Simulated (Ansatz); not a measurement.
# Sc3TaH: the cost of one run

Computed with Ansatz 0.2.0 (DFT PBE, scalar-relativistic, plane waves, PAW, unless a step's input says otherwise).

1 further run of the same task is left out (it didn't finish).

## Step 1: The structure to begin with

The structure is cubic, space group Pm-3m (No. 221). Conventional cell: a = 4.266 Å, b = 4.266 Å, c = 4.266 Å, α = 90.00°, β = 90.00°, γ = 90.00°. Sc (site symmetry 4/mmm) is surrounded by 2 H at 2.13 Å. Around Ta (site symmetry m-3m) lie 12 Sc at 3.02 Å. Around H (site symmetry m-3m) lie 6 Sc at 2.13 Å.

Coordinates:

```xyz
5
Lattice="4.2660 0.0000 0.0000 0.0000 4.2660 0.0000 0.0000 0.0000 4.2660" Properties=species:S:1:pos:R:3 pbc="T T T"
Sc    0.0000    2.1330    2.1330
Sc    2.1330    0.0000    2.1330
Sc    2.1330    2.1330    0.0000
Ta    0.0000    0.0000    0.0000
H     2.1330    2.1330    2.1330
```

The cell is invented: species swapped into a database cell of LuBRh3 (Pm-3m, No. 221), with Ta on the Lu sites, H on the B sites and Sc on the Rh sites. The dimensions are guesses.

## Step 2: A first look at the guess

Input file input.yaml:

```yaml
crystal:
  lattice:
    - [4.26602894, 0.0, 0.0]
    - [0.0, 4.26602894, 0.0]
    - [0.0, 0.0, 4.26602894]
  atoms:
    - { symbol: Sc, position: [0.0, 0.5, 0.5] }
    - { symbol: Sc, position: [0.5, 0.0, 0.5] }
    - { symbol: Sc, position: [0.5, 0.5, 0.0] }
    - { symbol: Ta, position: [0.0, 0.0, 0.0] }
    - { symbol: H, position: [0.5, 0.5, 0.5] }
basis:
  ecutwfc: 420
kpoints:
  mp_grid: { grid: [4, 4, 4] }
hamiltonian:
  xc: pbe
scf:
  occupations: { method: gaussian, width: 0.1 }
  lower_state_search: "off"
output:
  forces: true
  stress: true
  eigenvalues: true
```

Run with:

```sh
ansatz run input.yaml --threads 1 --pin off --max-ram 2048MiB --backend cpu --events-out ev --progress --plain --runs-dir out
```

What time and memory should one allow on 1 thread of Arm Neoverse V2, shared host?

About 1.5 s, with a peak of 0.33 GiB.
